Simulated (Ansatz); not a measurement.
# Relaxation of AlGa

Aim: in AlGa, a structure type of another compound, with these elements put in, relax the atoms in a fixed cell, then read levels, charges and fields where it ends.

All numbers below are computed with Ansatz 0.2.0 (DFT, PBE, no spin polarisation, plane waves, PAW).

### Step 1. The system as given

It takes space group Pnma (No. 62, orthorhombic). The conventional cell has a = 7.263 Å, b = 3.514 Å, c = 5.240 Å, α = 90.00°, β = 90.00°, γ = 90.00°. Al (site symmetry m) is surrounded by 7 Ga at 2.71 to 2.89 Å. Around Ga (site symmetry m) lie 2 Ga at 2.27 Å.

Structure file:

```xyz
8
Lattice="7.2627 0.0000 0.0000 0.0000 3.5143 0.0000 0.0000 0.0000 5.2405" Properties=species:S:1:pos:R:3 pbc="T T T"
Al    1.3008    0.8786    2.0213
Al    2.3306    2.6357    4.6415
Al    4.9321    0.8786    0.5990
Al    5.9620    2.6357    3.2192
Ga    3.9008    0.8786    3.2853
Ga    6.9933    2.6357    0.6650
Ga    0.2694    0.8786    4.5755
Ga    3.3619    2.6357    1.9552
```

It starts from an earlier solution of the starting cell (checkpoint.read).

### Step 2. The relaxation

The input, input.yaml:

```yaml
crystal:
  lattice:
    - [7.262708, 0.0, 0.0]
    - [0.0, 3.514302, 0.0]
    - [0.0, 0.0, 5.240481]
  atoms:
    - { symbol: Al, position: [0.1791, 0.25, 0.3857] }
    - { symbol: Al, position: [0.3209, 0.75, 0.8857] }
    - { symbol: Al, position: [0.6791, 0.25, 0.1143] }
    - { symbol: Al, position: [0.8209, 0.75, 0.6143] }
    - { symbol: Ga, position: [0.5371, 0.25, 0.6269] }
    - { symbol: Ga, position: [0.9629, 0.75, 0.1269] }
    - { symbol: Ga, position: [0.0371, 0.25, 0.8731] }
    - { symbol: Ga, position: [0.4629, 0.75, 0.3731] }
  symmetry: { tolerance: 0.0003 }
kpoints:
  mp_grid: { grid: [4, 7, 5], shift: [0, 0, 0] }
magnetization:
  spin_polarized: false
scf:
  occupations: { method: fermi_dirac }
  lower_state_search: "off"
hamiltonian:
  pseudopotentials: { kind: paw }
  xc: pbe
basis:
  ecutwfc: 420
  fft_grid_basis: typed
relax:
  max_steps: 40
output:
  forces: true
  stress: true
  eigenvalues: true
  bader: true
  populations: true
  elf: true
  write_potential: true
  volumetric_format: npy
  dos:
    e_range: [-12, 8]
    de: 0.05
    projected: { site_lists: { Al: [Al], Ga: [Ga] } }
checkpoint:
  read: saved_state
```

On the command line:

```console
$ ansatz run input.yaml --threads 2 --pin off --max-ram 3584MiB --backend cpu --events-out ev --progress --plain --runs-dir out
```

What it wrote (excerpt; [...] marks lines left out):

```text
Warning: output.stress: scf.convergence.dr2_threshold = 1e-7 eV (the SCF's general default) is looser than the 8e-10 eV advised for a printed stress (1e-10 eV for each atom of the cell: 8). What an SCF threshold leaves in a stress goes as its square root, and in the free energy as the [...]
Warning: checkpoint.read: basis.xc_grid differs: saved 1, current 2 (points along each axis for each point of the dense box; where the key is left out runs that use forces, runs that use the stress, dielectric runs by a finite field, finite-displacement phonons, runs of [...]
Warning: RAYON_NUM_THREADS=2 ignored (pool sized by the plan → 2); use --threads N
[...]
Pseudopotentials: kind: paw
Pseudopotential: Al, paw, valence charge 3, recommended cutoff 420 eV (normal), Al.paw.azcp
Pseudopotential: Ga, paw, valence charge 13, recommended cutoff 420 eV (normal), Ga.paw.azcp
Functional definition: PBE
[...]
Crystal: 8 atoms, lattice volume = 133.755 Å³
Basis set: ecut = 420 eV, 2599 PW (Γ), exchange–correlation on 100×48×72 points (8 copies of the dense FFT grid, shifted against one another)
Bands: 40, of which v1, the nominal top of the filled ones, is band 32 counted from 1 (31 counted from 0)
Symmetry: 8 space group operations
Space group: Pnma (ITA 62), of the structure as read, at distance tolerance 1.5e-3 Å
k-points: 36 of 140
[...]
SCF iter   1: F=—  HF=-17279.485332 eV  |F-HF|=—  |Δ(HF+E_count)|=         —  Δρ=2.42e-3  dr2=1.86e-2  ethr=2.96e-5  ⟨swp⟩=1.8  Hψ=7526  notcnv=0
[...]
relax step   1: F+E_penalty+E_count = -17279.48002029 eV  Δ(F+E_penalty+E_count) = +0.000e0 eV  max|allowed force component| = 2.649e0 eV/Å  Δτ_max = 0.0000 Å  (7 SCF iters, accepted)
[...]
relax step   3: F+E_penalty+E_count = -17280.65829448 eV  Δ(F+E_penalty+E_count) = -3.045e-1 eV  max|allowed force component| = 2.035e-1 eV/Å  Δτ_max = 0.1064 Å  (5 SCF iters, dr2 threshold 5.88e-5 eV, accepted)
[...]
relax step   4: F+E_penalty+E_count = -17280.84849216 eV  Δ(F+E_penalty+E_count) = -1.902e-1 eV  max|allowed force component| = 1.558e-1 eV/Å  Δτ_max = 0.1464 Å  (6 SCF iters, dr2 threshold 2.59e-6 eV, accepted)
SCF iter   1: F=—  HF=-17281.025541 eV  |F-HF|=—  |Δ(HF+E_count)|=         —  Δρ=1.26e-2  dr2=1.13e-1  ethr=1.61e-3  ⟨swp⟩=5.5  Hψ=5250  notcnv=0  defer=5
[...]
```

### Step 3. The log goes on: semilocal partner

Output, continued:

```text
SCF iter   2: F=—  HF=-17281.018536 eV  |F-HF|=—  |Δ(HF+E_count)|=   7.01e-3  Δρ=7.33e-3  dr2=4.45e-2  ethr=1.77e-4  ⟨swp⟩=1.0  Hψ=1728  notcnv=0  defer=10
SCF iter   3: F=—  HF=-17281.013135 eV  |F-HF|=—  |Δ(HF+E_count)|=   5.40e-3  Δρ=6.57e-4  dr2=4.98e-4  ethr=6.95e-5  ⟨swp⟩=2.0  Hψ=1766  notcnv=0  defer=10
SCF iter   4: F=—  HF=-17281.013200 eV  |F-HF|=—  |Δ(HF+E_count)|=   6.53e-5  Δρ=2.56e-4  dr2=7.78e-5  ethr=7.78e-7  ⟨swp⟩=2.0  Hψ=2573  notcnv=0  defer=10
SCF iter   5: F=—  HF=-17281.013129 eV  |F-HF|=—  |Δ(HF+E_count)|=   7.11e-5  Δρ=1.55e-4  dr2=2.64e-5  ethr=1.21e-7  ⟨swp⟩=2.0  Hψ=2573  notcnv=0  defer=10
SCF iter   6: F=—  HF=-17281.013118 eV  |F-HF|=—  |Δ(HF+E_count)|=   1.15e-5  Δρ=5.89e-5  dr2=4.43e-6  ethr=4.12e-8  ⟨swp⟩=2.0  Hψ=2139  notcnv=0  defer=10
SCF iter   7: F=-17281.013115 eV  HF=-17281.013115 eV  |F-HF|=1.09e-7  |Δ(HF+E_count)|=   2.28e-6  Δρ=1.01e-5  dr2=1.82e-7  ethr=2.37e-9  ⟨swp⟩=11.2  Hψ=12412  notcnv=0
SCF 5 converged in 7 iterations: F = -17281.013115 eV  dr2 = 1.82e-7
relax step   5: F+E_penalty+E_count = -17281.01311539 eV  Δ(F+E_penalty+E_count) = -1.646e-1 eV  max|allowed force component| = 2.429e-1 eV/Å  Δτ_max = 0.1953 Å  (7 SCF iters, dr2 threshold 1.52e-6 eV, accepted)
SCF iter   1: F=—  HF=-17281.049396 eV  |F-HF|=—  |Δ(HF+E_count)|=         —  Δρ=3.68e-3  dr2=1.12e-2  ethr=1.88e-4  ⟨swp⟩=3.8  Hψ=4126  notcnv=0  defer=16
preconditioner: auto → Kerker (q_TF=auto, 2.413 Å⁻¹)  [metal: Δε(μ)=0.016 eV  Ē_g=13.510 eV  σ=0.100 eV  W_gap=0.04  n_scr=34 (ndim 8)  ℏωp=25.7 eV  f_vac=0.000  D(μ)=2.94/eV (n_scr^D=16)]
SCF iter   2: F=—  HF=-17281.048568 eV  |F-HF|=—  |Δ(HF+E_count)|=   8.28e-4  Δρ=2.17e-3  dr2=4.46e-3  ethr=1.75e-5  ⟨swp⟩=1.0  Hψ=1729  notcnv=0  defer=15
SCF iter   3: F=—  HF=-17281.048087 eV  |F-HF|=—  |Δ(HF+E_count)|=   4.81e-4  Δρ=1.85e-4  dr2=2.83e-5  ethr=6.97e-6  ⟨swp⟩=2.0  Hψ=1776  notcnv=0  defer=15
SCF iter   4: F=-17281.048080 eV  HF=-17281.048097 eV  |F-HF|=1.65e-5  |Δ(HF+E_count)|=   9.40e-6  Δρ=9.96e-5  dr2=9.70e-6  ethr=4.41e-8  ⟨swp⟩=12.4  Hψ=13382  notcnv=0
SCF 6 converged in 4 iterations: F = -17281.048080 eV  dr2 = 9.70e-6
relax step   6: F+E_penalty+E_count = -17281.04808029 eV  Δ(F+E_penalty+E_count) = -3.496e-2 eV  max|allowed force component| = 5.427e-2 eV/Å  Δτ_max = 0.0737 Å  (4 SCF iters, dr2 threshold 3.46e-5 eV, accepted)
SCF iter   1: F=—  HF=-17281.052731 eV  |F-HF|=—  |Δ(HF+E_count)|=         —  Δρ=1.44e-3  dr2=2.67e-3  ethr=2.08e-5  ⟨swp⟩=2.7  Hψ=3567  notcnv=0  defer=17
preconditioner: auto → Kerker (q_TF=auto, 2.413 Å⁻¹)  [metal: Δε(μ)=0.035 eV  Ē_g=13.496 eV  σ=0.100 eV  W_gap=0.09  n_scr=34 (ndim 8)  ℏωp=25.7 eV  f_vac=0.000  D(μ)=3.02/eV (n_scr^D=16)]
SCF iter   2: F=—  HF=-17281.052363 eV  |F-HF|=—  |Δ(HF+E_count)|=   3.68e-4  Δρ=8.58e-4  dr2=1.06e-3  ethr=4.17e-6  ⟨swp⟩=1.0  Hψ=1728  notcnv=0  defer=17
SCF iter   3: F=—  HF=-17281.052158 eV  |F-HF|=—  |Δ(HF+E_count)|=   2.04e-4  Δρ=2.29e-4  dr2=5.58e-5  ethr=1.65e-6  ⟨swp⟩=3.0  Hψ=2653  notcnv=0  defer=17
SCF iter   4: F=—  HF=-17281.052163 eV  |F-HF|=—  |Δ(HF+E_count)|=   5.14e-6  Δρ=7.63e-5  dr2=6.04e-6  ethr=8.72e-8  ⟨swp⟩=2.0  Hψ=2570  notcnv=0  defer=17
SCF iter   5: F=—  HF=-17281.052162 eV  |F-HF|=—  |Δ(HF+E_count)|=   1.30e-6  Δρ=1.33e-5  dr2=3.46e-7  ethr=9.43e-9  ⟨swp⟩=3.0  Hψ=2756  notcnv=0  defer=17
SCF iter   6: F=-17281.052162 eV  HF=-17281.052162 eV  |F-HF|=1.93e-9  |Δ(HF+E_count)|=   4.95e-8  Δρ=3.71e-6  dr2=2.18e-8  ethr=2.88e-10  ⟨swp⟩=9.8  Hψ=8772  notcnv=0
SCF 7 converged in 6 iterations: F = -17281.052162 eV  dr2 = 2.18e-8
relax step   7: F+E_penalty+E_count = -17281.05216213 eV  Δ(F+E_penalty+E_count) = -4.082e-3 eV  max|allowed force component| = 1.371e-2 eV/Å  Δτ_max = 0.0249 Å  (6 SCF iters, dr2 threshold 1.84e-7 eV, accepted)
SCF iter   1: F=—  HF=-17281.052233 eV  |F-HF|=—  |Δ(HF+E_count)|=         —  Δρ=3.24e-4  dr2=9.22e-5  ethr=1.61e-6  ⟨swp⟩=2.9  Hψ=3735  notcnv=0  defer=20
preconditioner: auto → Kerker (q_TF=auto, 2.413 Å⁻¹)  [metal: Δε(μ)=0.028 eV  Ē_g=13.504 eV  σ=0.100 eV  W_gap=0.07  n_scr=34 (ndim 8)  ℏωp=25.7 eV  f_vac=0.000  D(μ)=3.03/eV (n_scr^D=16)]
SCF iter   2: F=—  HF=-17281.052287 eV  |F-HF|=—  |Δ(HF+E_count)|=   5.41e-5  Δρ=1.88e-4  dr2=3.72e-5  ethr=1.44e-7  ⟨swp⟩=1.0  Hψ=1728  notcnv=0  defer=20
SCF iter   3: F=—  HF=-17281.052280 eV  |F-HF|=—  |Δ(HF+E_count)|=   6.54e-6  Δρ=2.99e-5  dr2=9.00e-7  ethr=5.81e-8  ⟨swp⟩=2.0  Hψ=1771  notcnv=0  defer=20
SCF iter   4: F=—  HF=-17281.052280 eV  |F-HF|=—  |Δ(HF+E_count)|=   3.70e-7  Δρ=1.25e-5  dr2=1.44e-7  ethr=1.56e-10  ⟨swp⟩=10.8  Hψ=11602  notcnv=0
SCF iter   5: F=-17281.052280 eV  HF=-17281.052280 eV  |F-HF|=1.82e-8  |Δ(HF+E_count)|=   7.66e-8  Δρ=4.58e-6  dr2=2.80e-8  ethr=1.56e-10  ⟨swp⟩=7.0  Hψ=8210  notcnv=0
SCF 8 converged in 5 iterations: F = -17281.052280 eV  dr2 = 2.80e-8
relax step   8: F+E_penalty+E_count = -17281.05228002 eV  Δ(F+E_penalty+E_count) = -1.179e-4 eV  max|allowed force component| = 1.954e-3 eV/Å  Δτ_max = 0.0049 Å  (5 SCF iters, accepted)
SCF converged after 5 iterations
Free energy (F): -17281.052280 eV
Harris-Foulkes:  -17281.052280 eV  (|F-HF|=1.82e-8)
Internal energy: -17280.951592 eV  (E = F + TS)
E sigma→0 (E₀):  -17281.001936 eV
Entropy (-TS):   -0.100688 eV (-12.586 meV/atom)
Fermi energy:    9.442252 eV
--- Per-component energies (eV) ---
  E_band       = -97.144164
  E_kinetic    = 558.045222
  E_local      = -8355.392977  (includes V_loc(G=0)·N_el)
  E_nonlocal   = 1730.082703
  E_hartree    = 3979.591762
  E_xc         = -440.447180
  E_vxc        = -354.167490  (∫ρ·V_xc dr)
  E_paw        = -9810.416877  (= ΣΔE_a)
  E_vpaw       = -1634.890942  (= ΣTr[D̂ρ^β])
  E_aug_tail   = -0.000478  (compensation charges beyond the density's cutoff)
  E_ewald      = -4942.413767
  E_smearing   = -0.100688  (= −TS)
  E_closure    = -0.000000  (closes the sum)
  Σ components = -17281.052280   (vs F -17281.052280, Δ=0.00e0)
--- Forces (eV/Å), atoms counted from 1 ---
  atom   1  Al    -0.00190296     0.00000000    -0.00004518
  atom   2  Al     0.00190296     0.00000000    -0.00004518
  atom   3  Al    -0.00190296     0.00000000     0.00004518
  atom   4  Al     0.00190296     0.00000000     0.00004518
  atom   5  Ga    -0.00195398    -0.00000000     0.00029355
  atom   6  Ga     0.00195398    -0.00000000     0.00029355
  atom   7  Ga    -0.00195398    -0.00000000    -0.00029355
  atom   8  Ga     0.00195398    -0.00000000    -0.00029355
  max |Σ_I F_I| component: 5.42e-18 eV/Å
--- Stress (GPa, compression-positive) ---
        9.377028       0.000000       0.000000
        0.000000       4.577740       0.000000
        0.000000       0.000000       8.831881
  P = ⅓ Tr σ = 7.5955 GPa (75.955 kbar)
--- Band table (eV; the first three rows and the last of 36) ---
  k-point 0: bands = ["-5.5409", "-5.5328", "-5.5259", "-5.5015", "-5.4551", "-5.4506", "-5.4253", "-5.4072", "-5.3953", "-5.3927", "-5.3444", "-5.3204", "-5.3135", "-5.3081", "-5.2985", "-5.2771", "-5.2704", "-5.2695", "-5.1918", "-5.1900", "-2.0594", "0.2748", "1.2875", "3.3579", "3.6667", "5.8296", "5.9407", "6.6352", "6.6791", "8.5447", "9.1301", "9.8014", "11.4544", "12.3029", "12.5955", "13.4741", "14.1396", "14.1679", "14.1855", "14.3023"]
  k-point 1: bands = ["-5.5404", "-5.5340", "-5.5216", "-5.5020", "-5.4503", "-5.4465", "-5.4282", "-5.4098", "-5.3954", "-5.3936", "-5.3421", "-5.3182", "-5.3146", "-5.3083", "-5.2972", "-5.2749", "-5.2746", "-5.2695", "-5.1920", "-5.1903", "-1.8447", "0.3970", "1.4991", "1.6778", "3.9638", "4.7156", "5.9409", "8.1651", "8.6557", "8.7550", "9.3485", "10.0896", "11.6049", "12.3073", "12.6411", "12.7595", "12.7631", "12.8392", "13.7098", "14.3645"]
  k-point 2: bands = ["-5.5391", "-5.5367", "-5.5125", "-5.5050", "-5.4410", "-5.4348", "-5.4341", "-5.4196", "-5.3956", "-5.3951", "-5.3332", "-5.3211", "-5.3137", "-5.3099", "-5.2929", "-5.2848", "-5.2706", "-5.2692", "-5.1920", "-5.1912", "-1.2033", "-0.1834", "1.3753", "2.0250", "2.5841", "3.2936", "8.5346", "9.3075", "9.8224", "9.9941", "10.2397", "10.6096", "11.0184", "11.8584", "12.1601", "12.3976", "12.5599", "13.0373", "13.1600", "13.9003"]
  k-point 35: bands = ["-5.5096", "-5.5096", "-5.4765", "-5.4765", "-5.4489", "-5.4489", "-5.4376", "-5.4376", "-5.3517", "-5.3517", "-5.3259", "-5.3259", "-5.3142", "-5.3142", "-5.2951", "-5.2951", "-5.2756", "-5.2756", "-5.2621", "-5.2621", "1.6563", "1.6563", "2.7977", "2.7977", "3.5812", "3.5812", "4.6967", "4.6967", "7.5855", "7.5855", "8.5408", "8.5408", "9.4253", "9.4253", "10.3491", "10.3491", "11.7528", "11.7528", "13.2437", "13.2437"]
--- Relaxed structure (8 steps of the walk, 8 accepted, 0 SCFs on fresh bases) ---
  F+E_penalty+E_count = -17281.05228002 eV   max|allowed force component| = 1.954e-3 eV/Å
  atoms:
    - { symbol: Al, position: [0.12479473951465575, 0.25, 0.37381102800683685] }
    - { symbol: Al, position: [0.37520526048534425, 0.75, 0.8738110280068369] }
    - { symbol: Al, position: [0.6247947395146558, 0.25, 0.1261889719931631] }
    - { symbol: Al, position: [0.8752052604853443, 0.75, 0.626188971993163] }
    - { symbol: Ga, position: [0.6042031402150848, 0.25, 0.629562933801883] }
    - { symbol: Ga, position: [0.8957968597849153, 0.75, 0.12956293380188297] }
    - { symbol: Ga, position: [0.1042031402150847, 0.25, 0.8704370661981169] }
    - { symbol: Ga, position: [0.3957968597849153, 0.75, 0.370437066198117] }
--- Löwdin populations: 8 sites ---
  site symbol       q [e]
     0     Al      2.6612
     1     Al      2.6612
     2     Al      2.6612
     3     Al      2.6612
     4     Ga     13.2830
     5     Ga     13.2830
     6     Ga     13.2830
     7     Ga     13.2830
  spilling = 0.003483 (of n_electrons = 64.000000)
--- Bader charges: 8 sites ---
  site symbol  charge [e]  shift [e]
     0     Al      0.9237     0.0113
     1     Al      0.9237     0.0113
     2     Al      0.9237     0.0113
     3     Al      0.9237     0.0113
     4     Ga     -0.9237     0.0113
     5     Ga     -0.9237     0.0113
     6     Ga     -0.9237     0.0113
     7     Ga     -0.9237     0.0113
  estimated error of the sums over rays = 5.8e-4 e
```

Run time: 64 s. Hardware: 2 threads of Intel Xeon 6975P-C (Granite Rapids), shared host; peak memory 0.54 GiB.

The steps of the relaxation:

| step | energy from step 1 (eV/cell) | largest force component (eV/Å) |
| --- | --- | --- |
| 1 | 0.0000 | 2.6485 |
| 2 | -0.8738 | 0.9698 |
| 3 | -1.1783 | 0.2035 |
| 4 | -1.3685 | 0.1558 |
| 5 | -1.5331 | 0.2429 |
| 6 | -1.5681 | 0.0543 |
| 7 | -1.5721 | 0.0137 |
| 8 | -1.5723 | 0.0020 |

Step 1 is the start.

The largest move, 0.49 Å, is shared by several atoms, Ga5 among them.

### Step 4. Total and projected density of states

Counts of states in windows (eV from the Fermi level; tetrahedra), total and projected:

| from | to | total | Al s | Al p | Ga s | Ga p |
| --- | --- | --- | --- | --- | --- | --- |
| -4.5 | -4.0 | 1.28 | 0.22 | 0.33 | 0.23 | 0.49 |
| -4.0 | -3.5 | 1.25 | 0.19 | 0.37 | 0.18 | 0.49 |
| -3.5 | -3.0 | 1.17 | 0.15 | 0.38 | 0.14 | 0.49 |
| -3.0 | -2.5 | 1.48 | 0.21 | 0.47 | 0.18 | 0.60 |
| -2.5 | -2.0 | 1.50 | 0.17 | 0.53 | 0.13 | 0.65 |
| -2.0 | -1.5 | 1.33 | 0.14 | 0.46 | 0.13 | 0.58 |
| -1.5 | -1.0 | 1.61 | 0.20 | 0.49 | 0.20 | 0.68 |
| -1.0 | -0.5 | 1.67 | 0.21 | 0.53 | 0.17 | 0.72 |
| -0.5 | 0.0 | 1.53 | 0.21 | 0.49 | 0.13 | 0.65 |
| 0.0 | 0.5 | 1.43 | 0.19 | 0.49 | 0.13 | 0.57 |
| 0.5 | 1.0 | 1.44 | 0.22 | 0.50 | 0.14 | 0.52 |
| 1.0 | 1.5 | 1.56 | 0.22 | 0.54 | 0.15 | 0.57 |
| 1.5 | 2.0 | 1.77 | 0.26 | 0.60 | 0.19 | 0.59 |

The bands computed are complete only to about 2.4 eV above the Fermi level.

### Step 5. Atomic charges

Gathered by element (positive charge: electrons given up): Löwdin charges also hold the electrons that the projection spills.

| element | atoms | Bader charge (e) | Bader volume (Å³) | Löwdin charge (e) |
| --- | --- | --- | --- | --- |
| Al | 4 | +0.92 | 12.4 | +0.34 |
| Ga | 4 | -0.92 | 21.1 | -0.28 |

Löwdin charges rest on a small set of atomic orbitals that misses 0.3 % of the electrons, so they need not add up to the cell's charge and can differ from Bader's even in sign.

### Step 6. Maps of the fields

Maps in the plane spanned by b and c at height 0.375 along a (axes of the input's cell), one cell: b runs left to right (11 points from zero), c bottom to top (16 points), 90° apart. These are the smooth PAW fields, not the true ones near the nuclei.

Valence density. Ten steps from '0' (0.07 e/Å³) to '9' (37.20 e/Å³), finer at the low end (step k begins (100^(k/10) - 1)/99 of the way up):
```
00000000000
00000000000
00000000000
00000000000
00000000000
00000000000
00000001110
00000012221
10000024763
10000126984
10000025763
00000012321
00000001111
00000000000
00000000000
00000000000
```

ELF. Ten even steps from '0' (0.02) to '9' (0.73):
```
65334640002
66434630430
65334640001
64223565336
53212478997
53112467887
53212454445
44223433333
34323331002
34334330001
34324331002
44223433233
53212454445
53112468887
63212479998
64223565446
```

Atoms within 0.2 Å of the plane, in fractions of b and c: Al at (0.75, 0.87), Ga at (0.75, 0.37).

At the density minimum on some short contacts:

| contact | length (Å) | minimum at (fraction) | density (e/Å³) | ELF |
| --- | --- | --- | --- | --- |
| Al1–Ga7 | 2.607 | none clear | – | – |
| Ga5–Ga8 | 2.688 | 0.50 | 0.266 | 0.43 |
| Al1–Al4 | 2.850 | none clear | – | – |

```
fraction  Al1–Ga7  Ga5–Ga8  Al1–Al4
     0.2    0.118     3.21    0.125
     0.3    0.217    0.669    0.204
     0.4    0.266    0.327    0.213
     0.5    0.289    0.266    0.202
     0.6    0.384    0.327    0.213
     0.7    0.766    0.669    0.204
     0.8     3.62     3.21    0.125
```

(Smooth valence density in e/Å³ at fractions of each contact.)

### Step 7. Results

```
                                                 quantity                 value
                                                    moves                     7
                                            energy gained        196.5 meV/atom
                                             largest move           0.49 Å (Ga)
                     space group (0.01 Å), before / after           Pnma / Pnma
                          pressure left in the fixed cell               7.6 GPa
                                                character                 metal
density of states, mean within 0.25 eV of the Fermi level     3 per eV per cell
                                            Bader charges  Al +0.92, Ga -0.92 e
```

In words: In the fixed cell the largest move of an atom is 0.49 Å; the energy fell by 196.5 meV per atom. The fixed cell still holds a mean pressure of 7.6 GPa, so it would expand if let free. The run held to 8 symmetry operations, so a lower structure without them is not ruled out. It is a metal; within 0.25 eV of the Fermi level the density of states averages 3 per eV per cell, mostly Ga p (41 %), Al p (33 %) and Al s (14 %). Al loses most charge (+0.92 e on average) and Ga gains most (-0.92 e).

Keep in mind: the SCF threshold is loose for a stress.
